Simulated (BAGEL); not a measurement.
**One shape, several levels: triplet CH4BFSe**

We compute a comparison of 3 runs (UHF/STO-3G, ROHF/6-31G*, UHF/6-31G*) of triplet CH4BFSe. 

The calculation is run with BAGEL 1.2.2.

3 further runs of the same task are left out: 2 that didn't finish, 1 set aside as unsound or not needed.

## 1. Starting point

CH4BFSe: 8 atoms, total charge 0, spin state triplet. SMILES of the parent species: `CB(F)[SeH]`. The coordinates come from a PBE0-D4/def2-TZVP relaxation. This is one conformer, not always the lowest. That shape belongs to the parent species and isn't relaxed for this state.

Bond lengths: C1–B2 1.557 Å, B2–F3 1.330 Å, B2–Se4 1.950 Å, C1–H5 1.096 Å, C1–H6 1.089 Å, C1–H7 1.095 Å, Se4–H8 1.466 Å. Angles: C1–B2–F3 119.3°, C1–B2–Se4 126.3°, F3–B2–Se4 114.5°, B2–C1–H5 109.2°, B2–C1–H6 114.6°, B2–C1–H7 109.4°, B2–Se4–H8 94.6°, H5–C1–H6 108.5°, H5–C1–H7 106.2°, H6–C1–H7 108.6°.

## 2. The energy at UHF/STO-3G (density fitting with qzvpp-jkfit) (run 1)

File job.json:

```json
{ "bagel" : [

{
  "title" : "molecule",
  "basis" : "sto-3g",
  "df_basis" : "qzvpp-jkfit",
  "angstrom" : true,
  "geometry" : [
    { "atom" : "C", "xyz" : [       0.031600,       0.924800,      -0.033200 ] },
    { "atom" : "B", "xyz" : [       0.433300,      -0.535500,      -0.395600 ] },
    { "atom" : "F", "xyz" : [       1.392300,      -0.742200,      -1.294100 ] },
    { "atom" : "Se", "xyz" : [      -0.342700,      -2.163400,       0.345700 ] },
    { "atom" : "H", "xyz" : [      -0.308800,       1.440600,      -0.937900 ] },
    { "atom" : "H", "xyz" : [      -0.746600,       1.005800,       0.724100 ] },
    { "atom" : "H", "xyz" : [       0.915800,       1.469900,       0.314200 ] },
    { "atom" : "H", "xyz" : [      -1.283000,      -1.457200,       1.221200 ] }
  ]
},

{
  "title" : "uhf",
  "nopen" : 2
},

{
  "title" : "print",
  "file" : "orbitals.molden",
  "orbitals" : true
}

]}
```

Command:

```
$ BAGEL_NUM_THREADS=1 BAGEL job.json > job.out
```

The log of the run:

```text
* using 1 threads per process

  ===============================================================
  ===============================================================

  *** Geometry ***

  { "atom" : "C", "xyz" : [      0.059715,      1.747619,     -0.062739 ] },
  { "atom" : "B", "xyz" : [      0.818818,     -1.011948,     -0.747576 ] },
  { "atom" : "F", "xyz" : [      2.631066,     -1.402555,     -2.445495 ] },
  { "atom" : "Se", "xyz" : [     -0.647609,     -4.088233,      0.653278 ] },
  { "atom" : "H", "xyz" : [     -0.583547,      2.722339,     -1.772374 ] },
  { "atom" : "H", "xyz" : [     -1.410870,      1.900687,      1.368351 ] },
  { "atom" : "H", "xyz" : [      1.730611,      2.777708,      0.593752 ] },
  { "atom" : "H", "xyz" : [     -2.424519,     -2.753709,      2.307734 ] },

  Number of auxiliary basis functions:      565

  Since a DF basis is specified, we compute 2- and 3-index integrals:
    o Being stored without compression. Storage requirement is 0.006 GB

  Number of basis functions:       37
  Number of electrons      :       58

    * METHOD: MOLECULE                             0.22

  *** Open-shell HF ***

  === Nuclear Repulsion ===
   227.5668893675

      * DIIS with orbital gradients will be used.

  === UHF iteration (sto-3g) ===
      0      -2535.48856916          0.01991029           0.08
      1      -2535.55847335          0.00412406           0.08
      2      -2535.56236432          0.00111644           0.08
      3      -2535.56293123          0.00028022           0.08
      4      -2535.56304380          0.00011058           0.08
      5      -2535.56308745          0.00004602           0.08
      6      -2535.56309652          0.00001065           0.08
      7      -2535.56309707          0.00000273           0.08
      8      -2535.56309716          0.00000150           0.07
      9      -2535.56309720          0.00000108           0.08
     10      -2535.56309722          0.00000071           0.08
     11      -2535.56309722          0.00000050           0.08
     12      -2535.56309722          0.00000023           0.08
     13      -2535.56309722          0.00000009           0.08
     14      -2535.56309722          0.00000006           0.08
     15      -2535.56309722          0.00000003           0.07
     16      -2535.56309722          0.00000001           0.07
     17      -2535.56309722          0.00000001           0.07
    * SCF iteration converged.

    * S^2 (UHF) is 2.0148

    * Permanent dipole moment:
           (    1.212409,     1.323557,    -1.148340) a.u.

    * METHOD: UHF                                  1.47

    * METHOD: PRINT                                0.00

  ===============================================================
```

Wall time 1.9 s (1 thread of Arm Neoverse V2, shared host); peak memory 0.081 GiB.

## 3. A single-point energy at ROHF/6-31G(d) (density fitting with qzvpp-jkfit, spherical functions) (run 2)

File input.json:

```json
{ "bagel" : [

{
  "title" : "molecule",
  "basis" : "6-31gs.json",
  "df_basis" : "qzvpp-jkfit",
  "angstrom" : true,
  "geometry" : [
    { "atom" : "C", "xyz" : [    0.031600,    0.924800,   -0.033200 ] },
    { "atom" : "B", "xyz" : [    0.433300,   -0.535500,   -0.395600 ] },
    { "atom" : "F", "xyz" : [    1.392300,   -0.742200,   -1.294100 ] },
    { "atom" : "Se", "xyz" : [   -0.342700,   -2.163400,    0.345700 ] },
    { "atom" : "H", "xyz" : [   -0.308800,    1.440600,   -0.937900 ] },
    { "atom" : "H", "xyz" : [   -0.746600,    1.005800,    0.724100 ] },
    { "atom" : "H", "xyz" : [    0.915800,    1.469900,    0.314200 ] },
    { "atom" : "H", "xyz" : [   -1.283000,   -1.457200,    1.221200 ] }
  ]
},
{ "title" : "rohf", "nopen" : 2 },
{ "title" : "print", "file" : "orbitals.molden", "orbitals" : true }

]}
```

The basis set 6-31G* is read from a file made from the Basis Set Exchange's data (not shown).

Command:

```
$ BAGEL_NUM_THREADS=1 BAGEL input.json > input.out
```

The log of the run:

```text
* using 1 threads per process

  ===============================================================
  ===============================================================

  *** Geometry ***

  { "atom" : "C", "xyz" : [      0.059715,      1.747619,     -0.062739 ] },
  { "atom" : "B", "xyz" : [      0.818818,     -1.011948,     -0.747576 ] },
  { "atom" : "F", "xyz" : [      2.631066,     -1.402555,     -2.445495 ] },
  { "atom" : "Se", "xyz" : [     -0.647609,     -4.088233,      0.653278 ] },
  { "atom" : "H", "xyz" : [     -0.583547,      2.722339,     -1.772374 ] },
  { "atom" : "H", "xyz" : [     -1.410870,      1.900687,      1.368351 ] },
  { "atom" : "H", "xyz" : [      1.730611,      2.777708,      0.593752 ] },
  { "atom" : "H", "xyz" : [     -2.424519,     -2.753709,      2.307734 ] },

  Number of auxiliary basis functions:      565

  Since a DF basis is specified, we compute 2- and 3-index integrals:
    o Being stored without compression. Storage requirement is 0.030 GB

  Number of basis functions:       82
  Number of electrons      :       58

    * METHOD: MOLECULE                             0.31

  *** Open-shell HF ***

  === Nuclear Repulsion ===
   227.5668893675

      * DIIS with orbital gradients will be used.

  === ROHF iteration (6-31gs.json) ===
      0      -2563.56194307          0.03384207           0.19
      1      -2563.70021209          0.01720703           0.18
      2      -2563.72839480          0.00943950           0.18
      3      -2563.73962956          0.00106403           0.19
      4      -2563.73986940          0.00037894           0.19
      5      -2563.73992075          0.00006113           0.19
      6      -2563.73992920          0.00002133           0.19
      7      -2563.73993100          0.00000848           0.19
      8      -2563.73993166          0.00000495           0.18
      9      -2563.73993188          0.00000401           0.19
[... 16 lines of this table left out ...]
     26      -2563.73993222          0.00000002           0.18
     27      -2563.73993222          0.00000002           0.18
     28      -2563.73993222          0.00000001           0.18
     29      -2563.73993222          0.00000001           0.19
    * SCF iteration converged.

    * S^2 (ROHF) is 2.0000

    * Permanent dipole moment:
           (    1.140723,     1.194491,    -1.077444) a.u.

    * METHOD: ROHF                                 5.79

    * METHOD: PRINT                                0.01

  ===============================================================
```

Wall time 6.3 s (1 thread of Arm Neoverse V2, shared host); peak memory 0.14 GiB.

## 4. The energy at UHF/6-31G(d) (density fitting with qzvpp-jkfit, spherical functions) (run 3)

File calc.json:

```json
{ "bagel": [

{
  "title": "molecule",
  "basis": "6-31gs.json",
  "df_basis": "qzvpp-jkfit",
  "angstrom": true,
  "geometry": [
    { "atom": "C", "xyz": [    0.031600,    0.924800,   -0.033200 ] },
    { "atom": "B", "xyz": [    0.433300,   -0.535500,   -0.395600 ] },
    { "atom": "F", "xyz": [    1.392300,   -0.742200,   -1.294100 ] },
    { "atom": "Se", "xyz": [   -0.342700,   -2.163400,    0.345700 ] },
    { "atom": "H", "xyz": [   -0.308800,    1.440600,   -0.937900 ] },
    { "atom": "H", "xyz": [   -0.746600,    1.005800,    0.724100 ] },
    { "atom": "H", "xyz": [    0.915800,    1.469900,    0.314200 ] },
    { "atom": "H", "xyz": [   -1.283000,   -1.457200,    1.221200 ] }
  ]
},
{
  "title": "uhf",
  "nopen": 2
},
{
  "title": "print",
  "file": "orbitals.molden",
  "orbitals": true
}

]}
```

The basis set 6-31G* is read from a file made from the Basis Set Exchange's data (not shown).

Command:

```
$ BAGEL_NUM_THREADS=1 BAGEL calc.json > calc.out
```

The log of the run:

```text
* using 1 threads per process

  ===============================================================
  ===============================================================

  *** Geometry ***

  { "atom" : "C", "xyz" : [      0.059715,      1.747619,     -0.062739 ] },
  { "atom" : "B", "xyz" : [      0.818818,     -1.011948,     -0.747576 ] },
  { "atom" : "F", "xyz" : [      2.631066,     -1.402555,     -2.445495 ] },
  { "atom" : "Se", "xyz" : [     -0.647609,     -4.088233,      0.653278 ] },
  { "atom" : "H", "xyz" : [     -0.583547,      2.722339,     -1.772374 ] },
  { "atom" : "H", "xyz" : [     -1.410870,      1.900687,      1.368351 ] },
  { "atom" : "H", "xyz" : [      1.730611,      2.777708,      0.593752 ] },
  { "atom" : "H", "xyz" : [     -2.424519,     -2.753709,      2.307734 ] },

  Number of auxiliary basis functions:      565

  Since a DF basis is specified, we compute 2- and 3-index integrals:
    o Being stored without compression. Storage requirement is 0.030 GB

  Number of basis functions:       82
  Number of electrons      :       58

    * METHOD: MOLECULE                             0.31

  *** Open-shell HF ***

  === Nuclear Repulsion ===
   227.5668893675

      * DIIS with orbital gradients will be used.

  === UHF iteration (6-31gs.json) ===
      0      -2563.56194307          0.03384207           0.18
      1      -2563.70657831          0.01719701           0.18
      2      -2563.73604078          0.00941375           0.18
      3      -2563.74725754          0.00104968           0.19
      4      -2563.74767569          0.00036373           0.18
      5      -2563.74774603          0.00006133           0.18
      6      -2563.74776119          0.00002401           0.18
      7      -2563.74776517          0.00001091           0.18
      8      -2563.74776665          0.00000709           0.18
      9      -2563.74776740          0.00000505           0.18
[... 15 lines of this table left out ...]
     25      -2563.74776784          0.00000003           0.18
     26      -2563.74776784          0.00000002           0.17
     27      -2563.74776784          0.00000001           0.18
     28      -2563.74776784          0.00000001           0.18
    * SCF iteration converged.

    * S^2 (UHF) is 2.0220

    * Permanent dipole moment:
           (    1.141097,     1.194224,    -1.078229) a.u.

    * METHOD: UHF                                  5.51

    * METHOD: PRINT                                0.01

  ===============================================================
```

Wall time 6 s (1 thread of Arm Neoverse V2, shared host); peak memory 0.14 GiB.

## 5. The series

```tsv
run	level	energy (Eh)	dipole moment (D)	⟨S²⟩	wall time
1	UHF/STO-3G (density fitting with qzvpp-jkfit)	-2535.563097	5.42	2.015	1.9 s
2	ROHF/6-31G* (density fitting with qzvpp-jkfit, spherical functions)	-2563.739932	5.01	2.000	6.3 s
3	UHF/6-31G* (density fitting with qzvpp-jkfit, spherical functions)	-2563.747768	5.01	2.022	6 s
```

## 6. What came out

| quantity | value |
| --- | --- |
| run 3: total energy | -2563.74777 Eh |
| run 3: dipole moment | 5.01 D |
| run 3: ⟨S²⟩ | 2.022 |

The dipole moment (its size) runs from 5.01 D (ROHF/6-31G*) to 5.42 D (UHF/STO-3G). The two ends differ in method and basis. In run 1 the basis is minimal, so the values are rough. All runs together took 14 s, the longest 6.3 s.
